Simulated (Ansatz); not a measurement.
# CH₆O₂SiSn: up Jacob's ladder to CCSD(T)

One table from this session's results is given with a row withheld; the runs are named, their logs left out.

Method: functionals in def2-TZVPP, the program's frozen cores in correlated methods; program: Ansatz 0.2.0, Gaussian basis.

Levels to be run: PBE-D4, r2SCAN-D4, PBE0-D4, B3LYP-D4, ωB97X-V, ωB97M-V, B2PLYP; CCSD(T)/def2-TZVPP; MP2/def2-QZVPP; extrapolation to the limit.

**Structure used throughout**

An earlier PBE0-D4 in a triple-zeta def2 set relaxation fixed the geometry. Sn takes the def2 core potential; no spin-orbit term is included.

SMILES `O[SiH]1O[CH2][SnH2]1`, 11 atoms, charge 0, spin multiplicity 1.

Atoms are counted from 1 here; the program's logs count them from 0.

Bond lengths: O1–Si2 1.642 Å, O1–H6 0.959 Å, Si2–O3 1.660 Å, Si2–Sn5 2.547 Å, Si2–H7 1.489 Å, O3–C4 1.432 Å, C4–Sn5 2.208 Å, C4–H8 1.091 Å, C4–H9 1.092 Å, Sn5–H10 1.709 Å, Sn5–H11 1.708 Å. Angles: Si2–O1–H6 117.9°, O1–Si2–O3 114.6°, O1–Si2–Sn5 114.5°, O1–Si2–H7 107.8°, O3–Si2–Sn5 81.2°, O3–Si2–H7 108.6°, Sn5–Si2–H7 127.2°, Si2–O3–C4 113.3°, O3–C4–Sn5 99.3°, O3–C4–H8 109.6°, O3–C4–H9 110.4°, Sn5–C4–H8 113.9°, Sn5–C4–H9 113.8°, H8–C4–H9 109.4°, Si2–Sn5–C4 65.4°, Si2–Sn5–H10 121.7°, Si2–Sn5–H11 123.3°, C4–Sn5–H10 114.6° and more.

Coordinates:

```xyz
11
charge 0, multiplicity 1
O    -2.2542    0.7720    0.3483
Si   -0.6274    0.9937    0.3781
O     0.1230    0.7921   -1.0883
C     0.8555   -0.4348   -1.1856
Sn    0.7137   -1.1045    0.9137
H    -2.8099    1.5417    0.2138
H    -0.3643    2.3775    0.8602
H     1.8744   -0.2266   -1.5157
H     0.3748   -1.1090   -1.8975
H     2.1828   -1.0332    1.7833
H    -0.0028   -2.6260    1.2103
```

Set-up of the first run:

in.yaml

```yaml
crystal:
  periodic: [false, false, false]
  atoms:
    - {symbol: O, position_ang: [-2.254184, 0.772046, 0.348274]}
    - {symbol: Si, position_ang: [-0.627421, 0.993678, 0.378114]}
    - {symbol: O, position_ang: [0.122992, 0.792120, -1.088273]}
    - {symbol: C, position_ang: [0.855492, -0.434829, -1.185575]}
    - {symbol: Sn, position_ang: [0.713663, -1.104461, 0.913673]}
    - {symbol: H, position_ang: [-2.809919, 1.541656, 0.213835]}
    - {symbol: H, position_ang: [-0.364334, 2.377537, 0.860174]}
    - {symbol: H, position_ang: [1.874436, -0.226639, -1.515729]}
    - {symbol: H, position_ang: [0.374771, -1.108970, -1.897489]}
    - {symbol: H, position_ang: [2.182810, -1.033176, 1.783333]}
    - {symbol: H, position_ang: [-0.002807, -2.625962, 1.210263]}
basis:
  gaussian: {orbitals: def2-TZVPP}
hamiltonian: {xc: pbe, dispersion: d4}
output: {forces: true, orbitals: {seedname: orbitals}}
```

Launch:

```sh
$ ansatz run in.yaml --threads 4 --pin off --events-out ev --progress --plain --max-ram 10444MiB
```

Among the steps run: PBE-D4 (GGA); r2SCAN-D4 (meta-GGA); PBE0-D4 (hybrid); B3LYP-D4 (hybrid); ωB97X-V (range-separated); ωB97M-V (range-separated); B2PLYP (double hybrid); CCSD(T) in def2-TZVPP; MP2 in def2-QZVPP.

One table of the session follows, with a row left open; its other results are not shown here.

| method | atomisation energy (kJ/mol) |
| --- | --- |
| PBE-D4 | 3800.6 |
| r2SCAN-D4 | 3756.3 |
| PBE0-D4 | 3722.4 |
| B3LYP-D4 | 3729.1 |
| ωB97X-V | 3777.0 |
| ωB97M-V | 3758.9 |
| B2PLYP | 3692.9 |
| HF/def2-TZVPP | 2599.6 |
| MP2/def2-TZVPP | 3714.2 |
| CCSD/def2-TZVPP | 3596.3 |
| CCSD(T)/def2-TZVPP | 3662.3 |
| MP2/CBS | ? |
| CCSD(T)/CBS | 3782.0 |

Q: Estimate the row for MP2/CBS from the others.

As computed: atomisation energy (kJ/mol): 3833.9. In the column «atomisation energy (kJ/mol)» it is the highest.

Limits of these values: Free atoms (2 O, 1 Si, 1 C, 1 Sn, 6 H) were run apart at each level; the atomisation energy is their sum less the molecule, without zero-point or spin-orbit terms.
